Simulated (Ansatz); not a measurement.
A trace of molecular dynamics of a periodic cell of 16 atoms, WC (surface WC(100)).

These are results of DFT LDA, scalar-relativistic, plane waves, PAW in Ansatz, not measurements. Settings: accuracy low, PAW set soft_1, cutoff 420 eV, k mesh 2x2x1, fermi-dirac smearing 0.05 eV, no spin polarisation.

| Item | Value |
| --- | --- |
| ensemble | NVE (velocity Verlet) |
| starting velocities drawn for | 1000 K |
| atoms held | 1, 5, 9, 13 |
| seed | 604900 |

```json
{"time (fs)": "0", "T (K)": "1000", "potential energy less start (eV)": "0.000", "conserved less start (meV/atom)": "0.00"}
{"time (fs)": "3", "T (K)": "910", "potential energy less start (eV)": "0.140", "conserved less start (meV/atom)": "0.02"}
{"time (fs)": "6", "T (K)": "681", "potential energy less start (eV)": "0.497", "conserved less start (meV/atom)": "0.11"}
{"time (fs)": "9", "T (K)": "435", "potential energy less start (eV)": "0.880", "conserved less start (meV/atom)": "0.21"}
{"time (fs)": "12", "T (K)": "312", "potential energy less start (eV)": "1.071", "conserved less start (meV/atom)": "0.25"}
{"time (fs)": "15", "T (K)": "372", "potential energy less start (eV)": "0.977", "conserved less start (meV/atom)": "0.21"}
{"time (fs)": "18", "T (K)": "564", "potential energy less start (eV)": "0.679", "conserved less start (meV/atom)": "0.14"}
{"time (fs)": "21", "T (K)": "790", "potential energy less start (eV)": "0.327", "conserved less start (meV/atom)": "0.10"}
{"time (fs)": "24", "T (K)": "983", "potential energy less start (eV)": "0.028", "conserved less start (meV/atom)": "0.09"}
{"time (fs)": "27", "T (K)": "1123", "potential energy less start (eV)": "-0.189", "conserved less start (meV/atom)": "0.12"}
{"time (fs)": "30", "T (K)": "1245", "potential energy less start (eV)": "-0.377", "conserved less start (meV/atom)": "0.19"}
{"time (fs)": "33", "T (K)": "1454", "potential energy less start (eV)": "-0.700", "conserved less start (meV/atom)": "0.33"}
{"time (fs)": "36", "T (K)": "1947", "potential energy less start (eV)": "-1.462", "conserved less start (meV/atom)": "0.44"}
{"time (fs)": "39", "T (K)": "2794", "potential energy less start (eV)": "-2.796", "conserved less start (meV/atom)": "-0.84"}
{"time (fs)": "42", "T (K)": "2032", "potential energy less start (eV)": "-1.674", "conserved less start (meV/atom)": "-4.59"}
{"time (fs)": "45", "T (K)": "1678", "potential energy less start (eV)": "-1.084", "conserved less start (meV/atom)": "-1.98"}
{"time (fs)": "48", "T (K)": "3285", "potential energy less start (eV)": "-3.570", "conserved less start (meV/atom)": "-1.62"}
{"time (fs)": "51", "T (K)": "2584", "potential energy less start (eV)": "-2.452", "conserved less start (meV/atom)": "0.31"}
{"time (fs)": "54", "T (K)": "2063", "potential energy less start (eV)": "-1.643", "conserved less start (meV/atom)": "0.36"}
{"time (fs)": "57", "T (K)": "1944", "potential energy less start (eV)": "-1.458", "conserved less start (meV/atom)": "0.41"}
{"time (fs)": "60", "T (K)": "2303", "potential energy less start (eV)": "-2.015", "conserved less start (meV/atom)": "0.42"}
{"time (fs)": "63", "T (K)": "3031", "potential energy less start (eV)": "-3.173", "conserved less start (meV/atom)": "-1.47"}
{"time (fs)": "66", "T (K)": "1924", "potential energy less start (eV)": "-1.440", "conserved less start (meV/atom)": "-0.41"}
{"time (fs)": "69", "T (K)": "3037", "potential energy less start (eV)": "-3.227", "conserved less start (meV/atom)": "-4.20"}
{"time (fs)": "72", "T (K)": "3967", "potential energy less start (eV)": "-4.618", "conserved less start (meV/atom)": "-1.01"}
{"time (fs)": "75", "T (K)": "3306", "potential energy less start (eV)": "-3.572", "conserved less start (meV/atom)": "0.27"}
{"time (fs)": "78", "T (K)": "2994", "potential energy less start (eV)": "-3.092", "conserved less start (meV/atom)": "0.08"}
{"time (fs)": "81", "T (K)": "2770", "potential energy less start (eV)": "-2.770", "conserved less start (meV/atom)": "-1.49"}
{"time (fs)": "84", "T (K)": "1783", "potential energy less start (eV)": "-1.187", "conserved less start (meV/atom)": "1.73"}
{"time (fs)": "87", "T (K)": "2802", "potential energy less start (eV)": "-2.819", "conserved less start (meV/atom)": "-1.47"}
{"time (fs)": "90", "T (K)": "3678", "potential energy less start (eV)": "-4.156", "conserved less start (meV/atom)": "-0.14"}
```

**Question.** Can this run be trusted? Judge the integration.

**Answer.** The conserved energy wandered by up to 5.8 meV per atom (net -0.1 meV per atom), which is poor conservation. The kinetic energy rose, since the run started high on the potential surface and went downhill. A run of 0.09 ps of so small a system gives no equilibrium averages. Limits of this set-up: coarse k mesh, thin slab, slab without dipole correction, PAW files made for another functional, low accuracy level. The time step was 1 fs.

The run took 12 min on 1 thread of Arm Neoverse V2, on a shared host, peak memory 0.69 GiB.
